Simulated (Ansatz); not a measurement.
Geometry optimisation, Ansatz 0.2.0, DFT r2SCAN-D3(BJ), scalar-relativistic, plane waves, PAW.

Input:

```yaml
crystal:
  lattice:
    - [5.462098, 0.0, 0.0]
    - [1.601256, 5.222116, 0.0]
    - [0.0, 0.0, 18.70654]
  atoms:
    - { symbol: Ti, position: [0.0, 0.0, 0.05345724] }
    - { symbol: Ti, position: [0.38665045, 0.38665048, 0.11189885] }
    - { symbol: O, position: [0.16669171, 0.16669172, 0.12474665] }
    - { symbol: O, position: [0.08169042, 0.69161049, 0.11189885] }
    - { symbol: O, position: [0.60660919, 0.60660925, 0.09905105] }
    - { symbol: O, position: [0.69161048, 0.08169048, 0.11189885] }
    - { symbol: Ti, position: [0.7733009, 0.77330097, 0.17034046] }
    - { symbol: Ti, position: [0.15995142, 0.15995143, 0.22878207] }
    - { symbol: O, position: [0.9399926, 0.93999269, 0.24162988] }
    - { symbol: O, position: [0.8549914, 0.46491144, 0.22878207] }
    - { symbol: O, position: [0.37991016, 0.3799102, 0.21593427] }
    - { symbol: O, position: [0.46491136, 0.85499144, 0.22878207] }
    - { symbol: Ti, position: [0.54660187, 0.54660192, 0.28722368] }
    - { symbol: Ti, position: [0.93325232, 0.9332524, 0.34566529] }
    - { symbol: O, position: [0.71329357, 0.71329364, 0.3585131] }
    - { symbol: O, position: [0.62829237, 0.23821239, 0.34566529] }
    - { symbol: O, position: [0.15321113, 0.15321115, 0.33281749] }
    - { symbol: O, position: [0.23821233, 0.62829239, 0.34566529] }
    - { symbol: F, position: [0.90491864, 0.10822531, 0.45420156] }
    - { symbol: H, position: [1.36823909, -0.16840095, 0.34995994] }
basis:
  ecutwfc: 500.0
kpoints:
  mp_grid: { grid: [2, 2, 1] }
hamiltonian:
  xc: r2scan
  dispersion: d3bj
  pseudopotentials: { kind: paw, azcp: { folder: soft_1 } }
scf:
  occupations: { method: gaussian, width: 0.05 }
  lower_state_search: "off"
relax:
  f_tol: 0.03
  max_steps: 60
  adjacent_minimum: "off"
  constraints: [{ sites: [0, 1, 2, 3, 4, 5] }]
```

Command:

```bash
$ ansatz run input.yaml --threads 4 --pin off --max-ram 10240MiB --backend cpu --events-out ev --progress --plain --runs-dir out
```

Problem. Where does it end, and by what steps?

Solution. It converged. Limits of this set-up: coarse k mesh, thin slab, slab without dipole correction. After 24 steps the energy has fallen by 6.692 eV; H20 moved furthest, 2.48 Å. Joined: O18–H20 (1.49 → 0.98 Å).

```tsv
step	energy less start (eV)	largest force component (eV/Å)	accepted
0	0.0000	5.271	yes
1	-2.5851	4.188	yes
2	-5.1795	1.806	yes
3	-5.8035	0.685	yes
4	-5.9663	1.169	yes
5	-6.0875	0.924	yes
6	-6.1578	0.553	yes
7	-6.1830	0.635	yes
8	-6.2118	0.982	yes
9	-6.2511	1.088	yes
10	-6.3007	0.505	yes
11	-6.3448	0.712	yes
12	-6.3841	1.096	yes
13	-6.4365	0.956	yes
14	-6.4917	0.745	yes
15	-6.5442	0.696	yes
16	-6.5937	0.732	yes
17	-6.6384	0.480	yes
18	-6.6736	0.589	yes
19	-6.6683	0.462	no
20	-6.6882	0.237	yes
21	-6.6855	0.167	no
22	-6.6915	0.116	yes
23	-6.6913	0.086	no
24	-6.6925	0.018	yes
```

```xyz
20
Lattice="5.4621 0.0000 0.0000 1.6013 5.2221 0.0000 0.0000 0.0000 18.7065" Properties=species:S:1:pos:R:3
Ti 0.000 0.000 1.000
Ti 2.731 2.019 2.093
O 1.177 0.870 2.334
O 1.554 3.612 2.093
O 4.285 3.168 1.853
O 3.908 0.427 2.093
Ti 5.314 3.923 3.351
Ti 1.028 0.745 4.515
O 6.608 4.898 4.399
O 5.420 2.408 4.332
O 2.697 1.999 3.829
O 3.872 4.464 4.309
Ti 3.903 2.891 5.704
Ti 6.462 4.973 6.800
O 5.043 3.751 6.729
O 3.870 1.231 6.375
O 1.023 0.738 6.259
O 2.181 3.318 6.478
F 5.061 -0.111 8.550
H 5.557 -2.728 6.681
```

Run time: 8.5 min on 4 threads of Arm Neoverse V1, with other jobs on the host, peak memory 2.1 GiB.
